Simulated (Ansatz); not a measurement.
# GaGe (F-43m) in Ansatz: equation of state

Aim: energy against volume of GaGe in PBEsol, for its equilibrium volume and stiffness.

Everything below comes from runs of Ansatz 0.2.0. Logs are shortened: lines on timing, memory, paths and dates and some standing lists are left out, and cuts for length are marked.

### 1 The structure

Symmetry: F-43m, No. 216, cubic system. The conventional cell has a = 5.796 Å, b = 5.796 Å, c = 5.796 Å, α = 90.00°, β = 90.00°, γ = 90.00°. Around Ge (site symmetry -43m) lie 4 Ga at 2.51 Å. Ga (site symmetry -43m) is surrounded by 4 Ge at 2.51 Å.

The cell comes from a database or a generator and needn't be the stable form of this composition.

### 2 Equation of state, PBEsol

Potentials or basis: all-electron LAPW, scalar-relativistic.

This step only gathers the single runs of the series.

What came out:

| Property | Result |
| --- | --- |
| Equilibrium volume | 23.21 Å³/atom |
| Bulk modulus | 56 GPa |
| Pressure derivative of the bulk modulus | 4.7 |

Energy against volume, from the lowest point:
```tsv
volume (Å³/atom)	energy (meV/atom)
22.875	0.70
23.361	0.00
23.848	2.76
24.335	8.59
24.821	17.14
25.308	28.12
25.795	41.23
```
